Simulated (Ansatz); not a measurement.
**SiH4O3 (SMILES O[SiH](O)O) at B3LYP/6-311+G(d,p)**

What is the electronic atomisation energy of SiH4O3 at B3LYP/6-311+G**? 

The calculation is run with Ansatz 0.2.0.

30 further runs of the same task are left out: 30 set aside as unsound or not needed. Runs told in other sessions of the task aren't counted.

## 1. The system as given

SiH4O3: 8 atoms, total charge 0, spin state singlet. SMILES: `O[SiH](O)O`. Geometry: relaxed at PBE0-D4/def2-TZVP. This is one conformer, not always the lowest.

Bond lengths: O1–Si2 1.630 Å, Si2–O3 1.641 Å, Si2–O4 1.633 Å, O1–H5 0.959 Å, Si2–H6 1.476 Å, O3–H7 0.958 Å, O4–H8 0.958 Å. Angles: O1–Si2–O3 114.4°, O1–Si2–O4 109.0°, O3–Si2–O4 105.0°, O1–Si2–H6 104.5°, O3–Si2–H6 110.6°, O4–Si2–H6 113.5°, Si2–O1–H5 117.6°, Si2–O3–H7 117.9°, Si2–O4–H8 116.6°.

## 2. A single-point energy at B3LYP/6-311+G(d,p)

File job.yaml:

```yaml
crystal:
  periodic: [false, false, false]
  atoms:
    - symbol: O
      position_ang: [0.057900, 1.618800, -0.225000]
    - symbol: Si
      position_ang: [-0.171600, 0.082600, 0.269200]
    - symbol: O
      position_ang: [1.169300, -0.861100, 0.196500]
    - symbol: O
      position_ang: [-1.250800, -0.639700, -0.721300]
    - symbol: H
      position_ang: [0.176800, 1.769800, -1.164500]
    - symbol: H
      position_ang: [-0.642800, 0.209400, 1.662000]
    - symbol: H
      position_ang: [1.894900, -0.655000, 0.786800]
    - symbol: H
      position_ang: [-1.141700, -1.581700, -0.859700]
basis:
  gaussian:
    orbitals: 6-311+G_st__st_-spherical.json
hamiltonian:
  xc: {name: B3LYP}
accuracy: high
output: {orbitals: {seedname: orbitals}}
```

The basis set 6-311+G** is read from a file made from the Basis Set Exchange's data (not shown).

The run is started by

```bash
ansatz run job.yaml --threads 1 --pin off --max-ram 3480MiB --events-out events.jsonl --progress --plain --runs-dir runs
```

Standard output:

```text
Warning: RAYON_NUM_THREADS=1 ignored (pool sized by the plan → 1); use --threads N
Functional definition: B3LYP
  name "B3LYP"
  parameter a0 = 0.2
  parameter ax = 0.72
  parameter ac = 0.81
  exchange = (1 - a0 - ax)*slater_x + ax*b88_x + a0*exact_x
  correlation = (1 - ac)*vwn_rpa_c + ac*lyp_c
2260 factors; integrals over basis functions are off by at most 4.0e-9 eV
mean field evaluation 1: about -14076.7417 eV, gradient 9.5e1 eV
mean field evaluation 2: about -14048.3154 eV, gradient 1.6e2 eV
mean field evaluation 4: about -14090.5315 eV, gradient 1.6e0 eV
mean field evaluation 8: about -14090.6529 eV, gradient 2.3e-1 eV
mean field evaluation 16: about -14090.6530 eV, gradient 1.8e-5 eV
mean field -14090.65296167 eV, -517.8219453536 hartree, gradient 7.0e-8 eV, S^2 0.000000; 0 other end points of the search recorded, 0 dependent functions left out
reference -14090.65300543 eV, -517.8219469619 hartree; 21, 21 occupied and 99, 99 virtual orbitals, 2260 factors
Total energy: -14090.65300543 eV, -517.8219469619 hartree
```

Run time: 11 s. Hardware: 1 thread of Arm Neoverse V2, shared host; peak memory 0.42 GiB.

## 3. The H atom at the same level

File run.yaml:

```yaml
crystal:
  periodic: [false, false, false]
  atoms:
    - {symbol: H, position_ang: [0.000000, 0.000000, 0.000000]}
basis:
  gaussian:
    orbitals: 6-311+G_st__st_.json
total_charge: 0
magnetization:
  spin_polarized: true
  initial_magnetization: 1
hamiltonian:
  xc: {name: B3LYP}
accuracy: high
```

The basis set 6-311+G** is read from a file made from the Basis Set Exchange's data (not shown).

Run the same way, it converges to -0.50216 Eh (log not shown).

## 4. The O atom

File in.yaml:

```yaml
basis:
  gaussian: {orbitals: 6-311+G_st__st_.json}
crystal:
  periodic: [false, false, false]
  atoms:
    - {symbol: O, position_ang: [0.000000, 0.000000, 0.000000]}
magnetization: {spin_polarized: true, initial_magnetization: 2}
hamiltonian: {xc: {name: B3LYP}}
accuracy: high
```

The basis set 6-311+G** is read from a file made from the Basis Set Exchange's data (not shown).

The run is started by

```bash
ansatz run in.yaml --threads 1 --pin off --max-ram 3480MiB --events-out events.jsonl --progress --plain --runs-dir runs
```

Standard output:

```text
Warning: RAYON_NUM_THREADS=1 ignored (pool sized by the plan → 1); use --threads N
Functional definition: B3LYP
  name "B3LYP"
  parameter a0 = 0.2
  parameter ax = 0.72
  parameter ac = 0.81
  exchange = (1 - a0 - ax)*slater_x + ax*b88_x + a0*exact_x
  correlation = (1 - ac)*vwn_rpa_c + ac*lyp_c
174 factors; integrals over basis functions are off by at most 3.4e-9 eV
mean field evaluation 1: about -2043.1422 eV, gradient 7.2e0 eV
mean field evaluation 2: about -2043.2032 eV, gradient 5.4e0 eV
mean field evaluation 4: about -2043.2993 eV, gradient 3.5e-2 eV
mean field evaluation 8: about -2043.2996 eV, gradient 3.6e-4 eV
mean field evaluation 16: about -2043.2996 eV, gradient 2.9e-8 eV
mean field evaluation 32: about -2043.2996 eV, gradient 7.4e-9 eV
mean field -2043.29964238 eV, -75.0898768593 hartree, gradient 7.4e-9 eV, S^2 2.003491; 0 other end points of the search recorded, 0 dependent functions left out
reference -2043.29966686 eV, -75.0898777587 hartree; 5, 3 occupied and 17, 19 virtual orbitals, 174 factors
Total energy: -2043.29966686 eV, -75.0898777587 hartree
```

Wall time 0.62 s (1 thread of Arm Neoverse V2, shared host).

## 5. The Si atom, same level

File run.yaml:

```yaml
basis:
  gaussian:
    orbitals: 6-311+G_st__st_-spherical.json
crystal:
  periodic: [false, false, false]
  atoms:
    - symbol: Si
      position_ang: [0.000000, 0.000000, 0.000000]
magnetization:
  spin_polarized: true
  initial_magnetization: 2
hamiltonian:
  xc: {name: B3LYP}
accuracy: high
```

The basis set 6-311+G** is read from a file made from the Basis Set Exchange's data (not shown).

Run the same way, it converges to -289.39417 Eh (log not shown).

## 6. Outcome

At B3LYP/6-311+G**:

```
                     quantity          value
       molecule: total energy  -517.82195 Eh
        molecule: HOMO energy       -8.95 eV
        molecule: LUMO energy       -0.43 eV
      molecule: HOMO–LUMO gap        8.52 eV
         H atom: total energy    -0.50216 Eh
                 H atom: ⟨S²⟩          0.750
         O atom: total energy   -75.08988 Eh
                 O atom: ⟨S²⟩          2.003
        Si atom: total energy  -289.39417 Eh
                Si atom: ⟨S²⟩          2.002
electronic atomisation energy      31.280 eV
```

In words: Taking the molecule apart into free atoms costs 31.28 eV (721 kcal/mol), before zero-point energy and without spin-orbit coupling.
